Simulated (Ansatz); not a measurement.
# Bi in Ansatz: settings compared

Aim: see how the results for Bi move with the level of theory and the settings. Levels: PBE, LDA, PBEsol. Tasks: work function, projected density of states.

All numbers are computed with Ansatz 0.2.0; they aren't measurements. Logs are shortened: lines on timing, memory, paths and dates and some standing lists are left out, and cuts for length are marked.

**1. The structure**

The cell holds a sheet with vacuum, 1 atom: a = 3.301 Å, b = 3.301 Å, c = 23.800 Å, α = 90.00°, β = 90.00°, γ = 120.00°.

The cell was built by a generator and needn't be a form met in nature.

**2. Work function, PBE**

The input, input.yaml:

```yaml
crystal:
  lattice:
    - [3.30138, 0.0, 0.0]
    - [-1.65069, 2.85908, 0.0]
    - [0.0, 0.0, 23.8]
  atoms:
    - { symbol: Bi, position: [0.0, 0.0, 0.29412] }
  periodic: [true, true, false]
kpoints:
  mp_grid: { grid: [9, 9, 1] }
scf:
  occupations: { method: fermi_dirac, width: 0.05 }
hamiltonian:
  xc: pbe
  pseudopotentials: { kind: all_electron, lapw: { basis_error: 0.002 } }
output:
  forces: true
  stress: true
  eigenvalues: true
```

Potentials or basis: all-electron LAPW, scalar-relativistic.

Run with:

```sh
$ ansatz run input.yaml --threads 2 --pin off --max-ram 8192MiB --backend cpu --events-out ev --progress --plain --runs-dir out
```

The program printed:

```text
Warning: RAYON_NUM_THREADS=2 ignored (pool sized by the plan → 2); use --threads N
LAPW: plane waves up to 6.533 Å⁻¹, error target 2.0e-3 eV per atom; small_component_spin mean_spin; Bi in spheres of 1.651 Å, 37 of its electrons in bands, Dirac shells [] (how accurate: hamiltonian.pseudopotentials.lapw.basis_error, Limitations)
Engine: ansatz 0.2.0, aarch64-unknown-linux-gnu
Pseudopotentials: kind: all_electron
Pseudopotential: Bi, LAPW, valence charge 37, lapw/all_electron/scalar/gaussian/Bi, Koelling and Harmon's equation, gaussian nucleus
Functional definition: PBE
  parameter kappa = 0.804
  parameter beta = 0.06672455060314922
  exchange = pbe_x(kappa = kappa, mu = beta*pi^2/3)
  correlation = pbe_c(beta = beta)
Crystal: 1 atoms, lattice volume = 224.646 Å³
Basis set: ecut = 162.60465148117535 eV, 1075 PW (Γ), exchange–correlation at level 2
Bands: 23, of which v1, the nominal top of the filled ones, is band 19 counted from 1 (18 counted from 0)
Symmetry: 24 space group operations
Space group: P6/mmm (ITA 191), of the structure as read, at distance tolerance 6.1e-5 Å
k-points: 12 of 81
Non-local potential: Bi, projectors of the file, none
Initial density: superposition of atomic densities (neutral atoms: chi_scale 0, normalization atom)
Initial wavefunctions: plane waves of lowest kinetic energy (no species holds an atomic orbital)
Functional: x = pbe(κ = 0.804, μ = 0.2195149727645171), c = pbe(β = 0.06672455060314922)
iter 1 solved again at ethr=1.00e-4 eV; its pass at ethr=1.00e-1 eV (dr2=3.71e-2 eV) is discarded
SCF iter   1: F=—  HF=-585705.427371 eV  |F-HF|=—  |Δ(HF+E_count)|=         —  Δρ=2.57e-3  dr2=3.73e-2  ethr=1.00e-4  ⟨swp⟩=4.6  Hψ=1768  notcnv=0
preconditioner: auto → LDOS  [insulator: Δε(μ)=0.131 eV  Ē_g=10.220 eV  σ=0.050 eV  W_gap=0.56  n_scr=14 (ndim 8)  ℏωp=5.5 eV  f_vac=0.809  D(μ)=1.60/eV (n_scr^D=8)  ε∞_Penn≈1.3  β→1.0]
iter 2 solved again at ethr=5.70e-6 eV; its pass at ethr=1.00e-4 eV (dr2=2.11e-3 eV) is discarded
SCF iter   2: F=—  HF=-585705.410319 eV  |F-HF|=—  |Δ(HF+E_count)|=   1.71e-2  Δρ=1.06e-3  dr2=2.11e-3  ethr=5.70e-6  ⟨swp⟩=2.0  Hψ=1449  notcnv=0
SCF iter   3: F=—  HF=-585705.412327 eV  |F-HF|=—  |Δ(HF+E_count)|=   2.01e-3  Δρ=3.02e-4  dr2=3.63e-4  ethr=5.70e-6  ⟨swp⟩=3.0  Hψ=857  notcnv=0
SCF iter   4: F=—  HF=-585705.412082 eV  |F-HF|=—  |Δ(HF+E_count)|=   2.45e-4  Δρ=1.33e-4  dr2=1.18e-4  ethr=9.80e-7  ⟨swp⟩=2.8  Hψ=817  notcnv=0
SCF iter   5: F=—  HF=-585705.412080 eV  |F-HF|=—  |Δ(HF+E_count)|=   1.85e-6  Δρ=4.85e-5  dr2=1.76e-5  ethr=3.18e-7  ⟨swp⟩=3.0  Hψ=820  notcnv=0
SCF iter   6: F=—  HF=-585705.412091 eV  |F-HF|=—  |Δ(HF+E_count)|=   1.10e-5  Δρ=1.20e-5  dr2=1.25e-6  ethr=4.74e-8  ⟨swp⟩=3.0  Hψ=829  notcnv=0
SCF iter   7: F=—  HF=-585705.412093 eV  |F-HF|=—  |Δ(HF+E_count)|=   1.86e-6  Δρ=3.19e-6  dr2=1.05e-7  ethr=3.38e-9  ⟨swp⟩=3.0  Hψ=836  notcnv=0
SCF iter   8: F=-585705.412093 eV  HF=-585705.412093 eV  |F-HF|=3.34e-8  |Δ(HF+E_count)|=   3.11e-7  Δρ=1.07e-6  dr2=4.91e-9  ethr=2.84e-10  ⟨swp⟩=3.0  Hψ=835  notcnv=0
SCF 1 converged in 8 iterations: F = -585705.412093 eV  dr2 = 4.91e-9
SCF converged after 8 iterations
Free energy (F): -585705.412093 eV
Harris-Foulkes:  -585705.412093 eV  (|F-HF|=3.34e-8)
Internal energy: -585705.399976 eV  (E = F + TS)
E sigma→0 (E₀):  -585705.406035 eV
Entropy (-TS):   -0.012117 eV (-12.117 meV/atom)
Fermi energy:    -4.386921 eV
--- Per-component energies (eV) ---
  E_band       = -3346.355745
  E_kinetic    = 678034.245139
  E_xc         = -10804.918031
  E_electrostatic = -1252934.727084  (all electrons and nuclei)
  E_smearing   = -0.012117  (= −TS)
  E_closure    = 0.000000  (closes the sum)
  E_atoms      = -585702.106902  (free atoms, spherical and without spin; not in F)
  Σ components = -585705.412093   (vs F -585705.412093, Δ=0.00e0)
  Basis errors (estimates in eV, not in F): energy 8.1e-4 per atom: plane waves 8.0e-4 (5.0e-4 summed), levels above the bands 1.3e-51, relativity 7.1e-8, radial functions 7.4e-6, core shells 3.0e-9; eigenvalues (radial functions only) 1.6e-6; not estimated: angular momenta, meshes, grids; target (lapw.basis_error) 2.0e-3; muffin-tin radii Bi 1.651 Å
--- Forces (eV/Å), atoms counted from 1 ---
  atom   1  Bi     0.00000000     0.00000000     0.00000000
  max |Σ_I F_I| component: 6.57e-31 eV/Å
--- 2D stress c σ (N/m, compression-positive) ---
        0.273542      -0.000000       0.000000
        0.000000       0.273542       0.000000
        0.000000       0.000000       0.000000
  P = ½ c Tr σ = 0.2735 N/m
--- Band table (eV; the first three rows and the last of 12) ---
  k-point 0: bands = ["-157.5084", "-152.6397", "-152.6397", "-152.6364", "-152.6364", "-152.6342", "-152.6342", "-152.6334", "-95.7665", "-95.7579", "-95.7579", "-27.2438", "-27.2133", "-27.2133", "-27.0641", "-27.0641", "-16.9846", "-7.0207", "-1.3575", "-0.2706", "0.4811", "0.9485", "1.9130"]
  k-point 1: bands = ["-157.5084", "-152.6397", "-152.6397", "-152.6364", "-152.6364", "-152.6342", "-152.6342", "-152.6334", "-95.7664", "-95.7583", "-95.7580", "-27.2352", "-27.2082", "-27.1854", "-27.0778", "-27.0673", "-16.7647", "-6.7823", "-1.1598", "-0.0449", "-0.0118", "0.7150", "1.1740"]
  k-point 2: bands = ["-157.5083", "-152.6397", "-152.6397", "-152.6364", "-152.6364", "-152.6342", "-152.6342", "-152.6334", "-95.7664", "-95.7594", "-95.7583", "-27.2550", "-27.1546", "-27.1141", "-27.1122", "-27.0755", "-16.1149", "-6.0926", "-3.3511", "-0.4514", "0.2947", "0.6238", "1.3851"]
  k-point 11: bands = ["-157.5083", "-152.6397", "-152.6397", "-152.6364", "-152.6364", "-152.6342", "-152.6342", "-152.6334", "-95.7662", "-95.7604", "-95.7604", "-27.1445", "-27.1445", "-27.0996", "-27.0996", "-27.0782", "-13.3824", "-6.8350", "-6.8350", "-3.1237", "1.8329", "1.8329", "4.4840"]
  the weakly bound empty levels are not read free of the cell's end (augmented_plane_waves)
```

Run time: 2.5 s. Hardware: 2 threads of Arm Neoverse V2, shared host; peak memory 0.29 GiB.

What came out:

* Free energy: -585705.4121 eV
* Band gap on the k mesh: none (metal or under the smearing width)
* Work function: 4.39 eV

Levels at points of the mesh, in eV from the Fermi level:
```
           k point  band 14  band 15  band 16  band 17  band 18  band 19  band 20  band 21  band 22  band 23
(0.00, 0.00, 0.00)   -22.83   -22.68   -22.68   -12.60    -2.63     3.03     4.12     4.87     5.34     6.30
```

Caveat: spin-orbit coupling is left out, which moves the levels of the heavy elements.

**3. Work function, LDA**

input.yaml, as its differences from that of step 2:

```diff
@@ -13,3 +13,3 @@
 hamiltonian:
-  xc: pbe
+  xc: lda
   pseudopotentials: { kind: all_electron, lapw: { basis_error: 0.002 } }
```

Potentials or basis: all-electron LAPW, scalar-relativistic.

Run with:

```sh
$ ansatz run input.yaml --threads 2 --pin off --max-ram 8192MiB --backend cpu --events-out ev --progress --plain --runs-dir out
```

The program printed:

```text
Warning: RAYON_NUM_THREADS=2 ignored (pool sized by the plan → 2); use --threads N
LAPW: plane waves up to 6.537 Å⁻¹, error target 2.0e-3 eV per atom; small_component_spin mean_spin; Bi in spheres of 1.651 Å, 37 of its electrons in bands, Dirac shells [] (how accurate: hamiltonian.pseudopotentials.lapw.basis_error, Limitations)
Engine: ansatz 0.2.0, aarch64-unknown-linux-gnu
Pseudopotentials: kind: all_electron
Pseudopotential: Bi, LAPW, valence charge 37, lapw/all_electron/scalar/gaussian/Bi, Koelling and Harmon's equation, gaussian nucleus
Functional definition: SPW92
  exchange = slater_x
  correlation = pw_c
Crystal: 1 atoms, lattice volume = 224.646 Å³
Basis set: ecut = 162.8255168939121 eV, 1075 PW (Γ), exchange–correlation at level 2
Bands: 23, of which v1, the nominal top of the filled ones, is band 19 counted from 1 (18 counted from 0)
[... 37 lines left out ...]
  max |Σ_I F_I| component: 1.31e-31 eV/Å
--- 2D stress c σ (N/m, compression-positive) ---
       -1.359542       0.000000       0.000000
        0.000000      -1.359542       0.000000
        0.000000       0.000000       0.000000
  P = ½ c Tr σ = -1.3595 N/m
--- Band table (eV; the first three rows and the last of 12) ---
  k-point 0: bands = ["-157.8280", "-153.0777", "-153.0776", "-153.0746", "-153.0746", "-153.0725", "-153.0725", "-153.0718", "-95.9464", "-95.9373", "-95.9373", "-27.4295", "-27.4019", "-27.4019", "-27.2466", "-27.2466", "-17.3398", "-7.2991", "-1.5525", "-0.2865", "0.4629", "0.9008", "1.6972"]
  k-point 1: bands = ["-157.8280", "-153.0777", "-153.0776", "-153.0746", "-153.0746", "-153.0725", "-153.0725", "-153.0718", "-95.9464", "-95.9377", "-95.9375", "-27.4219", "-27.3954", "-27.3736", "-27.2605", "-27.2499", "-17.1213", "-7.0611", "-1.3643", "-0.3484", "-0.0615", "0.6940", "1.0981"]
  k-point 2: bands = ["-157.8280", "-153.0777", "-153.0776", "-153.0746", "-153.0746", "-153.0725", "-153.0725", "-153.0718", "-95.9463", "-95.9388", "-95.9377", "-27.4432", "-27.3397", "-27.3014", "-27.2953", "-27.2582", "-16.4763", "-6.3731", "-3.6801", "-0.6458", "-0.0608", "0.6024", "1.3674"]
  k-point 11: bands = ["-157.8279", "-153.0777", "-153.0776", "-153.0746", "-153.0746", "-153.0725", "-153.0725", "-153.0718", "-95.9461", "-95.9398", "-95.9398", "-27.3280", "-27.3280", "-27.2867", "-27.2867", "-27.2610", "-13.7862", "-7.1243", "-7.1243", "-3.4264", "1.5846", "1.5846", "4.2926"]
  the weakly bound empty levels are not read free of the cell's end (augmented_plane_waves)
```

It took 2.2 s on 2 threads of Arm Neoverse V2, shared host; peak memory 0.29 GiB.

What came out:

```
Free energy            : -585394.8015 eV
Band gap on the k mesh : none (metal or under the smearing width)
Work function          : 4.68 eV
```

Levels at points of the mesh, in eV from the Fermi level:
| k point | band 16 | band 17 | band 18 | band 19 | band 20 | band 21 |
| --- | --- | --- | --- | --- | --- | --- |
| (0.00, 0.00, 0.00) | -22.57 | -12.66 | -2.62 | 3.12 | 4.39 | 5.14 |

Caveat: spin-orbit coupling is left out, which moves the levels of the heavy elements.

**4. Work function, PBEsol**

input.yaml, as its differences from that of step 3:

```diff
@@ -13,3 +13,3 @@
 hamiltonian:
-  xc: lda
+  xc: pbesol
   pseudopotentials: { kind: all_electron, lapw: { basis_error: 0.002 } }
```

Potentials or basis: all-electron LAPW, scalar-relativistic.

Run with:

```sh
$ ansatz run input.yaml --threads 2 --pin off --max-ram 8192MiB --backend cpu --events-out ev --progress --plain --runs-dir out
```

The program printed:

```text
Warning: RAYON_NUM_THREADS=2 ignored (pool sized by the plan → 2); use --threads N
LAPW: plane waves up to 6.535 Å⁻¹, error target 2.0e-3 eV per atom; small_component_spin mean_spin; Bi in spheres of 1.651 Å, 37 of its electrons in bands, Dirac shells [] (how accurate: hamiltonian.pseudopotentials.lapw.basis_error, Limitations)
Engine: ansatz 0.2.0, aarch64-unknown-linux-gnu
Pseudopotentials: kind: all_electron
Pseudopotential: Bi, LAPW, valence charge 37, lapw/all_electron/scalar/gaussian/Bi, Koelling and Harmon's equation, gaussian nucleus
Functional definition: PBEsol
  exchange = pbesol_x
  correlation = pbesol_c
Crystal: 1 atoms, lattice volume = 224.646 Å³
Basis set: ecut = 162.69003396793477 eV, 1075 PW (Γ), exchange–correlation at level 2
Bands: 23, of which v1, the nominal top of the filled ones, is band 19 counted from 1 (18 counted from 0)
Symmetry: 24 space group operations
Space group: P6/mmm (ITA 191), of the structure as read, at distance tolerance 6.1e-5 Å
k-points: 12 of 81
Non-local potential: Bi, projectors of the file, none
Initial density: superposition of atomic densities (neutral atoms: chi_scale 0, normalization atom)
Initial wavefunctions: plane waves of lowest kinetic energy (no species holds an atomic orbital)
Functional: x = pbesol(κ = 0.804, μ = 0.12345679012345678), c = pbesol(β = 0.046)
iter 1 solved again at ethr=9.54e-5 eV; its pass at ethr=1.00e-1 eV (dr2=3.53e-2 eV) is discarded
SCF iter   1: F=—  HF=-585550.832427 eV  |F-HF|=—  |Δ(HF+E_count)|=         —  Δρ=2.66e-3  dr2=3.55e-2  ethr=9.54e-5  ⟨swp⟩=4.7  Hψ=1775  notcnv=0
preconditioner: auto → LDOS  [insulator: Δε(μ)=0.132 eV  Ē_g=10.266 eV  σ=0.050 eV  W_gap=0.56  n_scr=14 (ndim 8)  ℏωp=5.5 eV  f_vac=0.810  D(μ)=1.59/eV (n_scr^D=8)  ε∞_Penn≈1.3  β→1.0]
iter 2 solved again at ethr=6.07e-6 eV; its pass at ethr=9.54e-5 eV (dr2=2.24e-3 eV) is discarded
SCF iter   2: F=—  HF=-585550.814929 eV  |F-HF|=—  |Δ(HF+E_count)|=   1.75e-2  Δρ=1.07e-3  dr2=2.24e-3  ethr=6.07e-6  ⟨swp⟩=2.0  Hψ=1442  notcnv=0
SCF iter   3: F=—  HF=-585550.815778 eV  |F-HF|=—  |Δ(HF+E_count)|=   8.49e-4  Δρ=3.05e-4  dr2=3.10e-4  ethr=6.06e-6  ⟨swp⟩=3.0  Hψ=836  notcnv=0
SCF iter   4: F=—  HF=-585550.815348 eV  |F-HF|=—  |Δ(HF+E_count)|=   4.29e-4  Δρ=1.38e-4  dr2=9.92e-5  ethr=8.37e-7  ⟨swp⟩=2.8  Hψ=814  notcnv=0
SCF iter   5: F=—  HF=-585550.815351 eV  |F-HF|=—  |Δ(HF+E_count)|=   2.18e-6  Δρ=4.67e-5  dr2=1.32e-5  ethr=2.68e-7  ⟨swp⟩=3.0  Hψ=822  notcnv=0
SCF iter   6: F=—  HF=-585550.815360 eV  |F-HF|=—  |Δ(HF+E_count)|=   9.39e-6  Δρ=1.14e-5  dr2=1.02e-6  ethr=3.56e-8  ⟨swp⟩=3.0  Hψ=827  notcnv=0
SCF iter   7: F=—  HF=-585550.815362 eV  |F-HF|=—  |Δ(HF+E_count)|=   1.82e-6  Δρ=3.18e-6  dr2=1.20e-7  ethr=2.75e-9  ⟨swp⟩=3.0  Hψ=833  notcnv=0
SCF iter   8: F=-585550.815362 eV  HF=-585550.815362 eV  |F-HF|=3.98e-8  |Δ(HF+E_count)|=   3.39e-7  Δρ=1.07e-6  dr2=5.58e-9  ethr=3.23e-10  ⟨swp⟩=3.0  Hψ=835  notcnv=0
SCF 1 converged in 8 iterations: F = -585550.815362 eV  dr2 = 5.58e-9
SCF converged after 8 iterations
Free energy (F): -585550.815362 eV
Harris-Foulkes:  -585550.815362 eV  (|F-HF|=3.98e-8)
Internal energy: -585550.803260 eV  (E = F + TS)
E sigma→0 (E₀):  -585550.809311 eV
Entropy (-TS):   -0.012102 eV (-12.102 meV/atom)
Fermi energy:    -4.487107 eV
--- Per-component energies (eV) ---
  E_band       = -3349.367973
  E_kinetic    = 677787.012422
  E_xc         = -10648.768004
  E_electrostatic = -1252689.047678  (all electrons and nuclei)
  E_smearing   = -0.012102  (= −TS)
  E_closure    = 0.000000  (closes the sum)
  E_atoms      = -585547.181600  (free atoms, spherical and without spin; not in F)
  Σ components = -585550.815362   (vs F -585550.815362, Δ=0.00e0)
  Basis errors (estimates in eV, not in F): energy 8.1e-4 per atom: plane waves 8.0e-4 (5.0e-4 summed), levels above the bands 1.8e-51, relativity 9.2e-8, radial functions 8.3e-6, core shells 3.0e-9; eigenvalues (radial functions only) 1.6e-6; not estimated: angular momenta, meshes, grids; target (lapw.basis_error) 2.0e-3; muffin-tin radii Bi 1.651 Å
--- Forces (eV/Å), atoms counted from 1 ---
  atom   1  Bi     0.00000000     0.00000000     0.00000000
  max |Σ_I F_I| component: 3.94e-31 eV/Å
--- 2D stress c σ (N/m, compression-positive) ---
       -0.781566       0.000000       0.000000
        0.000000      -0.781566       0.000000
        0.000000       0.000000       0.000000
  P = ½ c Tr σ = -0.7816 N/m
--- Band table (eV; the first three rows and the last of 12) ---
  k-point 0: bands = ["-157.5950", "-152.7528", "-152.7528", "-152.7496", "-152.7496", "-152.7475", "-152.7475", "-152.7468", "-95.8013", "-95.7916", "-95.7916", "-27.2898", "-27.2585", "-27.2585", "-27.1076", "-27.1076", "-17.1121", "-7.1259", "-1.3464", "-0.2143", "0.4774", "0.9667", "1.9082"]
  k-point 1: bands = ["-157.5950", "-152.7528", "-152.7528", "-152.7496", "-152.7496", "-152.7475", "-152.7475", "-152.7468", "-95.8013", "-95.7921", "-95.7918", "-27.2809", "-27.2536", "-27.2304", "-27.1214", "-27.1109", "-16.8923", "-6.8871", "-1.1551", "-0.1265", "0.0113", "0.7103", "1.1921"]
  k-point 2: bands = ["-157.5950", "-152.7528", "-152.7528", "-152.7496", "-152.7496", "-152.7475", "-152.7475", "-152.7468", "-95.8012", "-95.7931", "-95.7920", "-27.3007", "-27.1997", "-27.1585", "-27.1561", "-27.1191", "-16.2428", "-6.1963", "-3.4748", "-0.4409", "0.1728", "0.6796", "1.3814"]
  k-point 11: bands = ["-157.5949", "-152.7528", "-152.7528", "-152.7496", "-152.7496", "-152.7475", "-152.7475", "-152.7468", "-95.8010", "-95.7941", "-95.7941", "-27.1886", "-27.1886", "-27.1441", "-27.1441", "-27.1226", "-13.5122", "-6.9575", "-6.9575", "-3.2193", "1.7291", "1.7291", "4.5051"]
  the weakly bound empty levels are not read free of the cell's end (augmented_plane_waves)
```

Run time: 2.5 s. Hardware: 2 threads of Arm Neoverse V2, shared host; peak memory 0.29 GiB.

What came out:

| Quantity | Value |
| --- | --- |
| Free energy | -585550.8154 eV |
| Band gap on the k mesh | none (metal or under the smearing width) |
| Work function | 4.49 eV |

Caveat: spin-orbit coupling is left out, which moves the levels of the heavy elements.

**5. Projected density of states, PBE**

input.yaml, as its differences from that of step 4:

```diff
@@ -10,2 +10,13 @@
   mp_grid: { grid: [9, 9, 1] }
+  band_path:
+    path:
+      - [0.0, 0.0, 0.0]
+      - [0.5, 0.0, 0.0]
+      - [0.3333333333, 0.3333333333, 0.0]
+      - [0.0, 0.0, 0.0]
+      - [0.0, 0.0, 0.5]
+      - [0.5, 0.0, 0.5]
+      - [0.3333333333, 0.3333333333, 0.5]
+      - [0.0, 0.0, 0.5]
+    npoints: 8
 scf:
@@ -13,3 +24,3 @@
 hamiltonian:
-  xc: pbesol
+  xc: pbe
   pseudopotentials: { kind: all_electron, lapw: { basis_error: 0.002 } }
@@ -19 +30,4 @@
   eigenvalues: true
+  fatbands: true
+  dos: { projected: true, de: 0.1, e_range: [-10, 10] }
+  populations: true
```

Run with:

```sh
$ ansatz run input.yaml --threads 2 --pin off --max-ram 8192MiB --backend cpu --events-out ev --progress --plain --runs-dir out
```

Run time: 8.5 s. Hardware: 2 threads of Arm Neoverse V2, shared host; peak memory 0.3 GiB.

Results (log left out):

| Item | Value |
| --- | --- |
| Free energy | -585705.4121 eV |
| Band gap along the path | none (metal or under the smearing width) |
| Work function | 4.39 eV |

Levels at the corners of the path, in eV from the Fermi level:
```
point  band 16  band 17  band 18  band 19  band 20  band 21
    Γ   -22.68   -12.60    -2.63     3.03     4.12     4.87
    M   -22.58    -9.50    -4.29     0.57     3.03     4.88
    K   -22.69    -9.00    -2.45    -2.45     1.26     6.22
    Γ   -22.68   -12.60    -2.63     3.03     4.12     4.87
    A   -22.68   -12.60    -2.63     3.03     4.12     4.87
    L   -22.58    -9.50    -4.29     0.57     3.03     4.88
    H   -22.69    -9.00    -2.45    -2.45     1.26     6.22
    A   -22.68   -12.60    -2.63     3.03     4.12     4.87
```

States per cell in windows of 1 eV (zero at the Fermi level; states under -8 eV left out):
```csv
from (eV),total,Bi1 6p,Bi1 6s,Bi1 5d,Bi1 5s,Bi1 5p,Bi1 4s
-8.0,0.00,0.00,0.00,0.00,0.00,0.00,0.00
-7.0,0.00,0.00,0.00,0.00,0.00,0.00,0.00
-6.0,0.00,0.00,0.00,0.00,0.00,0.00,0.00
-5.0,0.01,0.01,0.00,0.00,0.00,0.00,0.00
-4.0,0.60,0.57,0.03,0.00,0.00,0.00,0.00
-3.0,0.69,0.64,0.04,0.00,0.00,0.00,0.00
-2.0,0.78,0.75,0.02,0.00,0.00,0.00,0.00
-1.0,0.92,0.85,0.04,0.00,0.00,0.00,0.00
0.0,0.84,0.79,0.03,0.00,0.00,0.00,0.00
1.0,0.69,0.64,0.02,0.00,0.00,0.00,0.00
2.0,0.59,0.50,0.02,0.00,0.00,0.00,0.00
3.0,0.64,0.30,0.00,0.00,0.00,0.00,0.00
4.0,1.07,0.40,0.01,0.00,0.00,0.00,0.00
5.0,2.43,0.01,0.00,0.00,0.00,0.00,0.00
6.0,1.25,0.00,0.00,0.00,0.00,0.00,0.00
7.0,1.39,0.00,0.00,0.00,0.00,0.00,0.00
```

Caveat: spin-orbit coupling is left out, which moves the levels of the heavy elements.

**6. For comparison**

An earlier run on the cell as given: functional PBE; potentials or basis all-electron LAPW, scalar-relativistic; cutoff 177 eV (chosen from the basis error); basis error allowed 0.001 eV/atom; k mesh 9 × 9 × 1; occupations fermi-dirac, width 0.05 eV; no spin polarisation.

- Band gap on the k mesh: none (metal or under the smearing width)

**7. Overview**

```csv
task,level,cutoff (eV),basis error allowed,gap on the mesh (eV),work function (eV)
work function,PBE,163,0.002 eV/atom,none,4.39
work function,LDA,163,0.002 eV/atom,none,4.68
work function,PBEsol,163,0.002 eV/atom,none,4.49
projected density of states,PBE,163,0.002 eV/atom,-,4.39
single point,PBE,177,0.001 eV/atom,none,-
```

Alike in all rows: potentials or basis all-electron LAPW, scalar-relativistic; no spin polarisation; cell as given; k mesh 9 × 9 × 1; smearing fermi-dirac 0.05 eV.

Every run on the cell as given and a fine mesh finds a metal.

Caveats: spin-orbit coupling is left out, which moves the levels of the heavy elements.

Compare energies only between runs with the same functional and basis.
